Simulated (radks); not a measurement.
# V⁹⁺ in [Ne] 3s2 3p2: an all-electron calculation

One table from this session's results is given with a row withheld; the runs are named, their logs left out.

Program: radks (a radial shooting solver on a logarithmic mesh, Libxc functionals) version 1. Level of theory: Dirac Kohn-Sham, exchange-only PBE, spin-unpolarised, spherical densities, finite nucleus; open shells fill j = l - 1/2 first. These are calculated values, not measurements, unless marked.

### The atom as given

```
element            : vanadium (Z = 23)
charge             : +9
electrons          : 14
configuration      : [Ne] 3s2 3p2
nuclear rms radius : 3.6002 fm
```

The first run:

Settings of this run:

```text
Z 23
configuration [Ne] 3s2 3p2 4s0 3d0 4p0 4f0
relativity Dirac
functional pbe,
spin unpolarised
j_filling energy
nucleus finite rms 3.6002 fm
c 137.035999084
```

One table of the session follows, with a row left open; its other results are not shown here.

It belongs to the step «Radial structure». Radial moments (bohr):

| level | <r> | outermost maximum (interpolated) | 90 % within | nodes |
| --- | --- | --- | --- | --- |
| 1s1/2 | 0.06642 | 0.0435 | 0.119 | 0 |
| 2s1/2 | 0.3062 | 0.255 | 0.475 | 1 |
| 2p1/2 | 0.2700 | 0.206 | 0.443 | 0 |
| 2p3/2 | 0.2727 | 0.208 | 0.447 | 0 |
| 3s1/2 | 0.8403 | 0.768 | 1.23 | 2 |
| 3p1/2 | 0.8475 | 0.765 | 1.26 | 1 |
| 3p3/2 | ? | ? | ? | ? |
| 3d3/2 | 0.8269 | 0.687 | 1.28 | 0 |
| 3d5/2 | 0.8281 | 0.688 | 1.28 | 0 |
| 4s1/2 | 1.715 | 1.68 | 2.42 | 3 |
| 4p1/2 | 1.775 | 1.75 | 2.53 | 2 |
| 4p3/2 | 1.782 | 1.75 | 2.54 | 2 |
| 4f5/2 | 1.729 | 1.53 | 2.53 | 0 |
| 4f7/2 | 1.730 | 1.53 | 2.53 | 0 |

**Question.** Estimate the row for 3p3/2.

The run gave: <r>: 0.8524; outermost maximum (interpolated): 0.770; 90 % within: 1.27; nodes: 1. In the column «<r>» it lies between 3p1/2 (0.8475) and 4s1/2 (1.715).

Limits of these values: Spin polarisation and multiplet splitting are left out.
